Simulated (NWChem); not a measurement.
# One shape, several levels: HSe (SMILES [SeH])

Wanted: a comparison of 6 runs (U-r2SCAN/cc-pVTZ, U-revPBE/cc-pVTZ, USVWN5/cc-pVTZ, UTPSS/cc-pVTZ, UMP2/cc-pVTZ, UCCSD(T)/cc-pVTZ) of HSe. 

Program for the calculation: NWChem 7.3.0.

## (1) The system as given

HSe: 2 atoms, total charge 0, spin state doublet. As SMILES, `[SeH]`. The Se1–H2 distance was set to 1.692 Å, away from the relaxed value.

Bond lengths: Se1–H2 1.692 Å.

## (2) The energy at U-r2SCAN/cc-pVTZ (run 1)

File hse.nw:

```
start hse
memory stack 880 mb heap 220 mb global 1100 mb
geometry noautosym nocenter noautoz
Se   -0.812122    0.293414   -0.410676
H     0.624700   -0.225700    0.315900
end
basis spherical bse
Se library cc-pVTZ
H library cc-pVTZ
end
dft
xc r2scan
mult 2
grid xfine
convergence energy 1e-08
maxiter 100
mulliken
print low
end
task dft energy
```

Command:

```
$ nwchem hse.nw > hse.out
```

The program printed:

```text
[...]
 d= 0,ls=0.0,diis     1  -2402.1111114738 -2.41D+03  3.31D-03  7.80D-02    12.8
[...]
 d= 0,ls=0.0,diis    11  -2402.1315922987 -7.20D-09  1.39D-07  3.45D-11    74.5
[...]
         Total DFT energy =    -2402.131592298665
      One electron energy =    -3364.679701611788
           Coulomb energy =     1039.335454336949
    Exchange-Corr. energy =      -87.422815015425
 Nuclear repulsion energy =       10.635469991599
[...]
      Total Density - Mulliken Population Analysis
     ---------------------------------------------
    Atom       Charge   Shell Charges
 -----------   ------   -------------------------------------------------------
    1 Se  34    34.06   2.00  2.01  1.93  0.46  1.07  0.49  6.00  5.85  0.93  2.22  1.08  9.62  0.38  0.02  0.00
    2 H    1     0.94   0.19  0.50  0.21  0.00  0.03  0.00
[...]
      <S2> =      0.7561 (Exact =     0.7500)
[...]
```

It took 75 s on 1 thread of Intel Xeon Platinum 8488C (Sapphire Rapids), shared host; peak memory 0.13 GiB.

## (3) A single-point energy at U-revPBE/cc-pVTZ (run 2)

File hse.nw:

```
start hse
memory total 2200 mb
geometry noautosym nocenter noautoz
  Se    -0.812122     0.293414    -0.410676
  H      0.624700    -0.225700     0.315900
end
basis spherical bse
  Se library cc-pVTZ
  H library cc-pVTZ
end
dft
  xc revpbe cpbe96
  mult 2
  grid xfine
  convergence energy 1e-08
  maxiter 100
  mulliken
  print medium
end
task dft energy
```

Command:

```
$ nwchem hse.nw > hse.out
```

The program printed:

```text
[...]
          Wavefunction type:  spin polarized.
          No. of atoms     :     2
          No. of electrons :    35
[...]
          Charge           :     0
          Spin multiplicity:     2
[...]
          AO basis - number of functions:    57
[...]
              XC Information
              --------------
                        RevPBE Exchange Functional  1.000
            Perdew 1991 LDA Correlation Functional  1.000 local
           PerdewBurkeErnz. Correlation Functional  1.000 non-local
[...]
 d= 0,ls=0.0,diis     1  -2401.9275293368 -2.41D+03  3.74D-03  9.86D-02    12.1
[...]
 d= 0,ls=0.5,diis    15  -2401.9501887058 -8.06D-09  1.09D-06  2.98D-09    94.0
[...]
         Total DFT energy =    -2401.950188709527
      One electron energy =    -3364.200179070048
           Coulomb energy =     1038.828214447552
    Exchange-Corr. energy =      -87.213694078629
 Nuclear repulsion energy =       10.635469991599
[...]
      Total Density - Mulliken Population Analysis
     ---------------------------------------------
    Atom       Charge   Shell Charges
 -----------   ------   -------------------------------------------------------
    1 Se  34    34.05   2.00  2.01  1.91  0.48  1.09  0.47  6.00  5.84  0.93  2.19  1.10  9.61  0.39  0.02  0.00
    2 H    1     0.95   0.20  0.50  0.22  0.00  0.03  0.00
[...]
      <S2> =      0.7539 (Exact =     0.7500)
[...]
```

Wall time 1.7 min (1 thread of Intel Xeon Platinum 8488C (Sapphire Rapids), shared host); peak memory 0.13 GiB.

Runs 3 to 5 aren't shown in full; the table further down has their settings and results.

## (4) A single-point energy at UCCSD(T)/cc-pVTZ (run 6)

File calc.nw:

```
START calc
memory total 2200 mb

GEOMETRY noautosym nocenter noautoz
 Se   -0.812122    0.293414   -0.410676
 H     0.624700   -0.225700    0.315900
END

BASIS spherical bse
 * library cc-pVTZ
END

SCF
 nopen 1
 uhf
 thresh 1e-08
 maxiter 80
END

TCE
 scf
 ccsd(t)
 freeze core 9
 maxiter 60
END

TASK tce
```

Command:

```
$ nwchem calc.nw > calc.out
```

The program printed:

```text
[...]
  functions       =    57
[...]
  wavefunction    = UHF
[...]
         Total SCF energy =  -2400.437743685848
      One electron energy =  -3365.401907335355
      Two electron energy =    954.328693657908
 Nuclear repulsion energy =     10.635469991599
                       Sz =      0.5000
                 Sz(Sz+1) =      0.7500
                      S^2 =      0.7646
[...]
         Wavefunction type : Unrestricted Hartree-Fock
          No. of electrons :    35
[...]
         Spin multiplicity : doublet
[...]
 CCSD total energy / hartree       =     -2400.654596923900499
[...]
 CCSD[T] total energy / hartree       =     -2400.662728990316282
[...]
 CCSD(T) total energy / hartree       =     -2400.662458260904259
[...]
```

Run time: 3 min. Hardware: 1 thread of Intel Xeon Platinum 8488C (Sapphire Rapids), shared host; peak memory 0.37 GiB.

## (5) The series

| run | level | integration grid | iteration cap | energy (Eh) | ⟨S²⟩ | wall time |
| --- | --- | --- | --- | --- | --- | --- |
| 1 | U-r2SCAN/cc-pVTZ | xfine | 100 | -2402.131592 | 0.756 | 75 s |
| 2 | U-revPBE/cc-pVTZ | xfine | 100 | -2401.950189 | 0.754 | 1.7 min |
| 3 | USVWN5/cc-pVTZ | xfine | 100 | -2398.715839 | 0.752 | 89 s |
| 4 | UTPSS/cc-pVTZ | xfine | 100 | -2402.077592 | 0.754 | 1.9 min |
| 5 | UMP2/cc-pVTZ | – | 80 | -2400.634875 | 0.765 | 2.7 min |
| 6 | UCCSD(T)/cc-pVTZ | – | 80 | -2400.662458 | 0.765 | 3 min |

## (6) Summary of results

| quantity | value |
| --- | --- |
| run 6: total energy | -2400.66246 Eh |
| run 6: HOMO energy (Hartree–Fock orbitals) (highest over α and β) | -9.61 eV |
| run 6: LUMO energy (Hartree–Fock orbitals) (lowest over α and β) | -0.12 eV |
| run 6: correlation energy (9 core orbitals frozen) | -224.7 mEh |
| run 6: (T) correction | -7.86 mEh |
| run 6: ⟨S²⟩ of the reference determinant | 0.765 |

What this shows: Over runs 2, 3, 4 the dipole moment (its size) runs from 0.42 D (U-revPBE/cc-pVTZ) to 0.57 D (USVWN5/cc-pVTZ). Totals of different functionals can't be ranked against each other. All runs together took 12 min, the longest 3 min.
